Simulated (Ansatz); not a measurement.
# Si2Ge3: the cost of one run

Computed with Ansatz 0.2.0 (DFT PBE, scalar-relativistic, plane waves, PAW, unless a step's input says otherwise).

1 further run of the same task is left out (it didn't finish).

## Step 1: The starting structure

It takes space group P6/mmm (No. 191, hexagonal). Conventional cell: a = 2.799 Å, b = 2.799 Å, c = 13.024 Å, α = 90.00°, β = 90.00°, γ = 120.00°. Around Si (site symmetry 6mm) lie 7 Si at 2.45 to 2.80 Å and 1 Ge at 2.57 Å. Around Ge (site symmetry 6mm) lie 1 Si at 2.57 Å and 7 Ge at 2.72 to 2.80 Å. Around Ge (site symmetry 6/mmm) lie 8 Ge at 2.72 to 2.80 Å.

As a file:

```cif
data_structure
_symmetry_space_group_name_H-M 'P6/mmm'
_symmetry_Int_Tables_number 191
_cell_length_a 2.7991
_cell_length_b 2.7991
_cell_length_c 13.0244
_cell_angle_alpha 90.000
_cell_angle_beta 90.000
_cell_angle_gamma 120.000
_cell_volume 88.37
loop_
_atom_site_label
_atom_site_type_symbol
_atom_site_symmetry_multiplicity
_atom_site_Wyckoff_symbol
_atom_site_fract_x
_atom_site_fract_y
_atom_site_fract_z
_atom_site_occupancy
Si1 Si 2 e 0.00000 0.00000 0.90608 1
Ge1 Ge 2 e 0.00000 0.00000 0.29099 1
Ge2 Ge 1 b 0.00000 0.00000 0.50000 1
```

The cell was relaxed beforehand at this level, from a generated guess; it needn't be the stable form of this composition. At a tolerance of 0.05 Å it has space group P6/mmm (No. 191); it has 17.67 Å³/atom, an uncorrected energy of +0.31 eV/atom over the elements.

## Step 2: Bands, states and charges

input.yaml

```yaml
crystal:
  lattice:
    - [2.7990980781, 0.0, 0.0]
    - [-1.399549039, 2.4240900433, 0.0]
    - [0.0, 0.0, 13.0244341529]
  atoms:
    - { symbol: Si, position: [0.0, 0.0, 0.906078005] }
    - { symbol: Si, position: [0.0, 0.0, 0.093921995] }
    - { symbol: Ge, position: [0.0, 0.0, 0.2909895092] }
    - { symbol: Ge, position: [0.0, 0.0, 0.5] }
    - { symbol: Ge, position: [0.0, 0.0, 0.7090104908] }
basis:
  ecutwfc: 420
kpoints:
  mp_grid: { grid: [18, 18, 4] }
  band_path:
    path:
      - [[0.0, 0.0, 0.0], [0.5, 0.0, 0.0], [0.33333333, 0.33333333, 0.0], [0.0, 0.0, 0.0], [0.0, 0.0, 0.5], [0.5, 0.0, 0.5], [0.33333333, 0.33333333, 0.5], [0.0, 0.0, 0.5]]
      - [[0.5, 0.0, 0.5], [0.5, 0.0, 0.0]]
      - [[0.33333333, 0.33333333, 0.5], [0.33333333, 0.33333333, 0.0]]
    npoints: 14
hamiltonian:
  xc: pbe
scf:
  occupations: { method: gaussian, width: 0.1 }
  n_extra_bands: 12
output:
  forces: true
  stress: true
  eigenvalues: true
  populations: true
  dos: { projected: true, de: 0.02, nscf_kmesh: { grid: [22, 22, 5] } }
  bader: true
  write_density: true
  write_potential: true
  elf: true
  volumetric_format: npy
```

The run is started by

```sh
> ansatz run input.yaml --threads 1 --pin off --max-ram 2560MiB --backend cpu --events-out ev --progress --plain --runs-dir out
```

What time and memory should one allow on 1 thread of Arm Neoverse V1, shared host?

About 80 s, with a peak of 0.58 GiB.
